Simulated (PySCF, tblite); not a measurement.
# C₅H₉FO: a rotation path, then NMR shifts on frames, part 2 of 2

tblite 0.8.0 and PySCF 2.14.0. Atoms count from 0.

## (5) Nuclear shieldings: image 4, PBE0/pcSseg-1

Job settings and geometry (Å):

```
{"job": {"kind": "nmr", "xc": "PBE0", "basis": "pcSseg-1", "pop": false}, "charge": 0, "multiplicity": 1}
F      1.976500    -0.999600     1.388000
C      2.449000    -0.355100     0.260500
O      1.721600     0.750400    -0.051900
C      0.458000     0.516000    -0.661100
C     -0.619100     0.094400     0.325800
C     -1.797300    -0.686200    -0.169200
C     -1.972600     0.733700     0.271000
H      2.442200    -1.121400    -0.533900
H      3.467400    -0.029500     0.499000
H      0.202800     1.469700    -1.131000
H      0.576000    -0.245300    -1.447700
H     -0.230000    -0.152600     1.303800
H     -2.196900    -1.473800     0.451200
H     -1.847400    -0.899400    -1.226300
H     -2.145100     1.483400    -0.486800
H     -2.492900     0.924200     1.197200
```

Method: GIAO PBE0/pcSseg-1 NMR shielding, non-relativistic, gas phase.

What it wrote:

```text
coarse grid: 13184 points
cycle   1  E = -370.3703729988  dE =  9.773e-01  |g| = 6.916e-01  |ddm| = 3.371e+00
cycle   2  E = -370.3101898929  dE =  6.018e-02  |g| = 9.350e-01  |ddm| = 1.014e+00
cycle   3  E = -370.4565425068  dE = -1.464e-01  |g| = 5.751e-02  |ddm| = 5.933e-01
cycle   4  E = -370.4569494259  dE = -4.069e-04  |g| = 3.400e-02  |ddm| = 5.968e-02
cycle   5  E = -370.4571893203  dE = -2.399e-04  |g| = 6.974e-03  |ddm| = 3.034e-02
cycle   6  E = -370.4571959614  dE = -6.641e-06  |g| = 3.206e-03  |ddm| = 6.182e-03
cycle   7  E = -370.4571977748  dE = -1.813e-06  |g| = 2.662e-04  |ddm| = 2.123e-03
final grid: 127200 points
cycle   8  E = -370.5170031314  dE = -4.268e-05  |g| = 1.118e-02  |ddm| = 3.022e-02
cycle   9  E = -370.5169842056  dE =  1.893e-05  |g| = 1.524e-02  |ddm| = 1.776e-02
cycle  10  E = -370.5170285288  dE = -4.432e-05  |g| = 1.319e-03  |ddm| = 1.042e-02
cycle  11  E = -370.5170288836  dE = -3.548e-07  |g| = 2.599e-04  |ddm| = 1.189e-03
cycle  12  E = -370.5170288928  dE = -9.215e-09  |g| = 1.224e-04  |ddm| = 2.467e-04
cycle  13  E = -370.5170288950  dE = -2.122e-09  |g| = 2.275e-05  |ddm| = 7.696e-05
cycle  14  E = -370.5170288951  dE = -8.470e-11  |g| = 5.981e-06  |ddm| = 2.112e-05
converged SCF energy = -370.5170288951

GIAO shielding tensors (ppm)
atom      isotropic    diamagn.    paramagn.     s11        s22        s33       span
  0 F      335.714     477.126    -141.412    230.869    348.160    428.114    197.245
  1 C       75.414     236.813    -161.399     47.911     79.290     99.041     51.130
  2 O      227.507     395.279    -167.772    162.928    214.401    305.191    142.263
  3 C      103.832     244.439    -140.607     71.668     90.015    149.811     78.143
  4 C      173.631     248.430     -74.799    145.129    155.230    220.534     75.405
  5 C      180.347     252.986     -72.639    152.890    175.428    212.723     59.832
  6 C      175.963     254.060     -78.096    145.662    172.502    209.726     64.064
  7 H       26.240      28.396      -2.156     22.301     26.116     30.302      8.001
  8 H       25.799      26.168      -0.369     21.046     25.663     30.687      9.641
  9 H       27.686      30.372      -2.687     22.487     29.620     30.951      8.464
 10 H       28.104      31.612      -3.508     22.736     29.668     31.907      9.171
 11 H       30.143      32.361      -2.218     22.476     29.275     38.679     16.204
 12 H       31.109      30.946       0.163     25.589     26.730     41.007     15.417
 13 H       31.858      31.779       0.079     26.698     28.760     40.117     13.419
 14 H       31.731      31.717       0.015     26.512     28.741     39.942     13.430
 15 H       30.983      30.796       0.188     25.266     26.784     40.901     15.635
```

Wall time 16 s (1 thread of Arm Neoverse V1, shared host); peak memory 0.76 GiB.

Key values: δ C1 111.5, C3 83.1, C4 13.3, C6 11.0, H8 5.92, H7 5.48 ppm.

## (6) NMR shieldings: image 6, PBE0/pcSseg-1

Job settings and geometry (Å):

```
{"job": {"kind": "nmr", "xc": "PBE0", "basis": "pcSseg-1", "pop": false}, "charge": 0, "multiplicity": 1}
F      1.805300    -1.256400     1.188500
C      2.349400    -0.519100     0.156500
O      1.776400     0.708900     0.037000
C      0.478500     0.743500    -0.544300
C     -0.616500     0.294200     0.406800
C     -1.580900    -0.770500    -0.016200
C     -2.041900     0.648600     0.106900
H      2.230100    -1.145300    -0.744600
H      3.406200    -0.369200     0.404800
H      0.345300     1.791400    -0.827700
H      0.470800     0.124800    -1.453900
H     -0.304600     0.316800     1.442600
H     -1.917100    -1.492700     0.711000
H     -1.471800    -1.177700    -1.010100
H     -2.245200     1.202500    -0.797400
H     -2.691400     0.909200     0.928500
```

Level: GIAO PBE0/pcSseg-1 NMR shielding, non-relativistic, gas phase.

What it wrote:

```text
coarse grid: 13184 points
cycle   1  E = -370.3710457470  dE =  9.748e-01  |g| = 6.916e-01  |ddm| = 3.371e+00
cycle   2  E = -370.3114638551  dE =  5.958e-02  |g| = 9.340e-01  |ddm| = 1.013e+00
cycle   3  E = -370.4572857438  dE = -1.458e-01  |g| = 5.755e-02  |ddm| = 5.909e-01
cycle   4  E = -370.4576966026  dE = -4.109e-04  |g| = 3.373e-02  |ddm| = 5.929e-02
cycle   5  E = -370.4579342600  dE = -2.377e-04  |g| = 7.029e-03  |ddm| = 3.012e-02
cycle   6  E = -370.4579411253  dE = -6.865e-06  |g| = 3.199e-03  |ddm| = 6.240e-03
cycle   7  E = -370.4579429166  dE = -1.791e-06  |g| = 2.811e-04  |ddm| = 2.103e-03
final grid: 127200 points
cycle   8  E = -370.5181944487  dE = -4.476e-05  |g| = 1.159e-02  |ddm| = 2.793e-02
cycle   9  E = -370.5181743335  dE =  2.012e-05  |g| = 1.576e-02  |ddm| = 1.828e-02
cycle  10  E = -370.5182216744  dE = -4.734e-05  |g| = 1.281e-03  |ddm| = 1.068e-02
cycle  11  E = -370.5182220056  dE = -3.312e-07  |g| = 2.894e-04  |ddm| = 1.188e-03
cycle  12  E = -370.5182220175  dE = -1.194e-08  |g| = 1.195e-04  |ddm| = 2.443e-04
cycle  13  E = -370.5182220196  dE = -2.026e-09  |g| = 2.429e-05  |ddm| = 7.706e-05
cycle  14  E = -370.5182220196  dE = -9.572e-11  |g| = 5.769e-06  |ddm| = 2.167e-05
converged SCF energy = -370.5182220196

GIAO shielding tensors (ppm)
atom      isotropic    diamagn.    paramagn.     s11        s22        s33       span
  0 F      334.961     477.394    -142.433    232.127    345.772    426.985    194.858
  1 C       76.439     237.126    -160.687     49.189     80.323     99.805     50.616
  2 O      224.739     395.321    -170.582    159.345    213.373    301.501    142.156
  3 C      104.225     244.615    -140.390     72.133     92.188    148.354     76.221
  4 C      171.680     248.806     -77.126    141.898    155.166    217.978     76.080
  5 C      175.423     251.721     -76.297    143.361    172.468    210.441     67.081
  6 C      181.698     255.022     -73.324    156.221    176.970    211.902     55.681
  7 H       26.299      28.737      -2.438     22.465     26.038     30.395      7.930
  8 H       25.821      26.270      -0.450     21.041     25.666     30.755      9.714
  9 H       27.218      30.005      -2.788     21.462     29.200     30.990      9.529
 10 H       28.729      31.672      -2.943     23.887     29.706     32.595      8.708
 11 H       30.459      32.245      -1.786     24.099     29.099     38.179     14.080
 12 H       30.941      30.846       0.096     25.781     26.369     40.674     14.893
 13 H       31.715      31.842      -0.127     27.002     28.471     39.671     12.669
 14 H       31.806      31.750       0.056     26.304     28.822     40.293     13.989
 15 H       31.120      30.785       0.335     25.342     26.863     41.155     15.813
```

Wall time 16 s (1 thread of Arm Neoverse V1, shared host); peak memory 0.76 GiB.

Key values: δ C1 110.5, C3 82.7, C4 15.2, C5 11.5, H8 5.90, H7 5.42 ppm.

## (7) Nuclear shieldings: image 8, PBE0/pcSseg-1

Job settings and geometry (Å):

```
{"job": {"kind": "nmr", "xc": "PBE0", "basis": "pcSseg-1", "pop": false}, "charge": 0, "multiplicity": 1}
F      1.592100    -1.338600     1.115700
C      2.156800    -0.654100     0.058800
O      1.810500     0.662700     0.049300
C      0.505900     0.963400    -0.440600
C     -0.603900     0.457200     0.451600
C     -1.329300    -0.811000     0.118500
C     -2.019100     0.508200    -0.040000
H      1.838500    -1.195400    -0.848400
H      3.242200    -0.715400     0.200100
H      0.489600     2.055900    -0.490200
H      0.393600     0.556800    -1.456500
H     -0.428200     0.671100     1.498200
H     -1.624800    -1.458700     0.928300
H     -1.043800    -1.343400    -0.776700
H     -2.193200     0.875500    -1.040300
H     -2.794600     0.774700     0.660900
```

Level: GIAO PBE0/pcSseg-1 NMR shielding, non-relativistic, gas phase.

What it wrote:

```text
coarse grid: 13184 points
cycle   1  E = -370.3754344788  dE =  9.749e-01  |g| = 6.919e-01  |ddm| = 3.368e+00
cycle   2  E = -370.3154938050  dE =  5.994e-02  |g| = 9.366e-01  |ddm| = 1.029e+00
cycle   3  E = -370.4617107923  dE = -1.462e-01  |g| = 5.901e-02  |ddm| = 6.009e-01
cycle   4  E = -370.4621533091  dE = -4.425e-04  |g| = 3.417e-02  |ddm| = 6.097e-02
cycle   5  E = -370.4623992391  dE = -2.459e-04  |g| = 7.182e-03  |ddm| = 3.055e-02
cycle   6  E = -370.4624064783  dE = -7.239e-06  |g| = 3.245e-03  |ddm| = 6.411e-03
cycle   7  E = -370.4624083050  dE = -1.827e-06  |g| = 3.048e-04  |ddm| = 2.140e-03
final grid: 127200 points
cycle   8  E = -370.5216637977  dE = -4.834e-05  |g| = 1.147e-02  |ddm| = 3.252e-02
cycle   9  E = -370.5216428209  dE =  2.098e-05  |g| = 1.586e-02  |ddm| = 1.794e-02
cycle  10  E = -370.5216899888  dE = -4.717e-05  |g| = 1.231e-03  |ddm| = 1.054e-02
cycle  11  E = -370.5216902975  dE = -3.087e-07  |g| = 2.794e-04  |ddm| = 1.146e-03
cycle  12  E = -370.5216903084  dE = -1.094e-08  |g| = 1.211e-04  |ddm| = 2.477e-04
cycle  13  E = -370.5216903105  dE = -2.104e-09  |g| = 2.436e-05  |ddm| = 8.016e-05
cycle  14  E = -370.5216903106  dE = -9.845e-11  |g| = 5.664e-06  |ddm| = 2.297e-05
converged SCF energy = -370.5216903106

GIAO shielding tensors (ppm)
atom      isotropic    diamagn.    paramagn.     s11        s22        s33       span
  0 F      334.117     477.534    -143.416    230.915    341.488    429.949    199.034
  1 C       78.163     238.243    -160.080     49.271     82.245    102.973     53.703
  2 O      226.733     395.060    -168.326    159.638    224.240    296.322    136.684
  3 C      104.669     244.401    -139.732     74.056     92.920    147.032     72.976
  4 C      170.568     250.213     -79.646    137.235    160.760    213.708     76.474
  5 C      176.828     250.800     -73.971    144.599    174.488    211.397     66.797
  6 C      184.101     255.459     -71.358    160.802    179.585    211.916     51.114
  7 H       26.390      29.413      -3.023     23.131     25.821     30.217      7.086
  8 H       25.829      26.516      -0.687     20.933     25.638     30.917      9.984
  9 H       27.002      29.390      -2.387     21.389     28.225     31.393     10.003
 10 H       29.148      31.356      -2.208     23.914     30.143     33.388      9.474
 11 H       30.543      32.202      -1.659     24.862     28.146     38.620     13.758
 12 H       30.993      30.931       0.062     25.930     26.349     40.700     14.770
 13 H       31.534      32.006      -0.472     27.288     28.013     39.301     12.013
 14 H       31.791      31.814      -0.023     25.947     28.861     40.565     14.618
 15 H       31.192      30.722       0.470     25.363     26.828     41.386     16.022
```

It took 16 s on 1 thread of Arm Neoverse V1, shared host; peak memory 0.76 GiB.

Key values: δ C1 108.8, C3 82.3, C4 16.4, C5 10.1, H8 5.89, H7 5.33 ppm.

## (8) Comparing the runs: NMR shifts

Shifts (ppm) of some atoms, chosen among heavy atoms and hydrogens apart, with basis size and wall time:

```
  frame     C1    C4    C6    C5   H10    H9     O2  functions  time
image 0  110.4  16.5   6.4   4.8  4.11  3.04  106.2        164  23 s
image 2  111.3  14.4  11.0   1.7  3.98  3.40  104.3        164  16 s
image 4  111.5  13.3  11.0   6.6  3.61  4.03  108.6        164  16 s
image 6  110.5  15.2   5.2  11.5  2.99  4.50  111.3        164  16 s
image 8  108.8  16.4   2.8  10.1  2.57  4.71  109.3        164  16 s
```

## (9) Summary of results

What follows sums up all 2 parts.

| quantity | value |
| --- | --- |
| barrier | 0.066 eV (1.5 kcal/mol) at image 4 |
| end to end (GFN2-xTB) | 0.000 eV |
| 13C shifts against TMS (PBE0/pcSseg-1, image 0) | 110.4, 83.8, 16.5, 6.4, 4.8 ppm |
| 1H shifts against TMS (PBE0/pcSseg-1, image 0) | 5.87, 5.48, 4.11, 3.04, 1.39, 0.63, 0.48, 0.35, -0.02 ppm |
| 19F shifts against CFCl3 (PBE0/pcSseg-1, image 0) | -162.5 ppm |
| 17O shifts against H2O (PBE0/pcSseg-1, image 0) | 106.2 ppm |
| surface potential, 1st and 99th percentile | -1.26 V and 0.91 V |
| range of the shift of C5 | 1.7 to 11.5 ppm |

What this shows: Along the band the dihedral turns by 112°, and the top (dihedral 204°) lies 1.5 kcal/mol above the start (GFN2-xTB, rough), so at room temperature this motion is fast. The top was not checked by a frequency run. Shifts at one fixed geometry are not the observed spectrum, which averages over the motion. In the first frame run (image 0): The largest span, 203 ppm, is at F0, where the paramagnetic term is -144 ppm. In ppm, C5 moves most: its shift spreads over 9.8 ppm, from 1.7 (image 2) to 11.5 (image 6).
